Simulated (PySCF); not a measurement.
FB2OSiH3, in a box:

```
F B O Si H
1.0
    13.00000    0.00000    0.00000
     0.00000   13.00000    0.00000
     0.00000    0.00000   13.00000
F B O Si H
1 2 1 1 3
Direct
  0.45720 0.42926 0.65577
  0.48736 0.46861 0.56726
  0.57159 0.56750 0.52530
  0.55546 0.55449 0.41968
  0.46796 0.45656 0.41509
  0.63251 0.62945 0.55716
  0.36767 0.49399 0.35869
  0.51148 0.37564 0.34943
```

The cell isn't the ideal one: atoms moved at random, drawn with an rms of 0.05 Å.

Base run:

```yaml
Program: PySCF 2.14.0
Functional: PBE
Potentials_or_basis: 6-31g* (all-electron)
k_mesh: 1 × 1 × 1
Occupations: fixed
Spin: no spin polarisation
```

Its results: gap between the frontier levels 2.26 eV.

The run is repeated on the same cell with these changes: functional from PBE to M06-2X. What comes out?

Gap between the frontier levels 6.72 eV.

M06-2X gives the wider gap, since exact exchange removes part of the self-interaction.

Caveats: this is a molecule in a periodic box at the Γ point, so its band gap is the HOMO-LUMO gap; the basis of atomic orbitals isn't converged, which shifts pressures, moduli and gaps.

